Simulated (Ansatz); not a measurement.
**In3Ga5N8: band edges up the ladder**

One table from this session's results is given with a row withheld; the runs are named, their logs left out.

Program: Ansatz 0.2.0. Level of theory: DFT PBEsol, scalar-relativistic, plane waves, PAW. These are calculated values, not measurements.

That is the level of the relaxation; later steps name their own.

2 further runs of the same task are left out: 2 set aside as unsound or not needed.

**The starting structure**

It takes space group Cm (No. 8, monoclinic). The conventional cell has a = 11.549 Å, b = 6.615 Å, c = 5.363 Å, α = 90.00°, β = 90.13°, γ = 90.00°. In (site symmetry 1) is surrounded by 4 N at 2.10 to 2.15 Å. Around Ga (site symmetry m) lie 4 N at 1.92 to 2.00 Å. Ga (site symmetry m) is surrounded by 4 N at 1.91 to 1.98 Å. In (site symmetry m) is surrounded by 4 N at 2.13 to 2.14 Å. Ga (site symmetry m) is surrounded by 4 N at 1.93 to 2.03 Å. Ga (site symmetry 1) has 4 N at 1.96 to 2.02 Å as nearest neighbours. N (site symmetry 1) has 2 Ga at 1.96 Å and 2 In at 2.13 to 2.15 Å as nearest neighbours. N (site symmetry m) is surrounded by 4 Ga at 2.00 to 2.03 Å. Only part of the 12 independent sites is listed.

Coordinates:

```
In Ga N
1.0
    -0.00520   -0.00300   -5.36322
     3.34715    5.75150    0.00640
     3.30737   -5.72854    0.00000
In Ga N
3 5 8
Direct
  0.00124 0.16017 0.32485
  0.00124 0.16017 0.83532
  0.50148 0.34259 0.67130
  0.00475 0.66541 0.33270
  0.00191 0.67125 0.83562
  0.49999 0.33870 0.16935
  0.50213 0.82903 0.66506
  0.50213 0.82903 0.16398
  0.60118 0.15514 0.31236
  0.60118 0.15514 0.84279
  0.63183 0.66787 0.33393
  0.63656 0.69143 0.84572
  0.10417 0.35466 0.67733
  0.14010 0.35745 0.17873
  0.13505 0.81097 0.65474
  0.13505 0.81097 0.15623
```

It is the result of an earlier relaxation at this level (volume 12.80 Å³/atom; gap on the mesh: 0.72 eV).

The first run:

input.yaml

```yaml
crystal:
  lattice:
    - [-0.0051954492, -0.002999594, -5.3632241054]
    - [3.3471450019, 5.7515020957, 0.0063985462]
    - [3.3073744239, -5.7285405418, 0.0]
  atoms:
    - { symbol: In, position: [0.0012424251, 0.160169725, 0.3248532857] }
    - { symbol: In, position: [0.0012424251, 0.160169725, 0.8353164393] }
    - { symbol: Ga, position: [0.0047463432, 0.6654079517, 0.3327039758] }
    - { symbol: Ga, position: [0.0019078238, 0.6712474917, 0.8356237458] }
    - { symbol: In, position: [0.5014768896, 0.3425924847, 0.6712962424] }
    - { symbol: Ga, position: [0.4999866286, 0.3387029891, 0.1693514945] }
    - { symbol: Ga, position: [0.5021334005, 0.8290335085, 0.6650577597] }
    - { symbol: Ga, position: [0.5021334005, 0.8290335085, 0.1639757488] }
    - { symbol: "N", position: [0.6011839474, 0.1551440694, 0.3123587104] }
    - { symbol: "N", position: [0.6011839474, 0.1551440694, 0.8427853591] }
    - { symbol: "N", position: [0.6318286096, 0.6678670353, 0.3339335176] }
    - { symbol: "N", position: [0.6365574175, 0.6914316029, 0.8457158014] }
    - { symbol: "N", position: [0.1041674787, 0.3546644189, 0.6773322094] }
    - { symbol: "N", position: [0.1400999182, 0.3574533144, 0.1787266572] }
    - { symbol: "N", position: [0.1350546724, 0.8109690528, 0.6547415617] }
    - { symbol: "N", position: [0.1350546724, 0.8109690528, 0.1562274911] }
basis:
  ecutwfc: 420
kpoints:
  mp_grid: { grid: [6, 6, 6] }
  band_path: { path: [VBM, CBM], npoints: 2 }
hamiltonian:
  xc: pbesol
scf:
  occupations: { method: gaussian, width: 0.02 }
output:
  forces: true
  stress: true
  eigenvalues: true
```

The run is started by

```sh
ansatz run input.yaml --threads 4 --pin off --max-ram 10240MiB --backend cpu --events-out ev --progress --plain --runs-dir out
```

Steps of the session up to this table: Band edges over the whole zone; Levels with PBEsol; The run at PBEsol on the hybrid's mesh; Levels with HSE06; The run at PBEsol, spin-orbit coupling; The run at r2SCAN.

One of the session's tables, all rows but one given; the rest of the session is left out.

```
                      level  gap (eV)  least direct gap (eV)
                     PBEsol      0.72                   0.72
PBEsol on the hybrid's mesh      0.70                   0.70
                      HSE06         ?                      ?
PBEsol, spin-orbit coupling      0.72                   0.72
                     r2SCAN      1.11                   1.11
```

**Question.** Estimate the row for HSE06.

**Answer.** gap (eV): 1.90; least direct gap (eV): 1.90. In the column «gap (eV)» it is the highest.

Gaps are by band count over the mesh and the named points; a gap of 0 means that the bands overlap or touch.
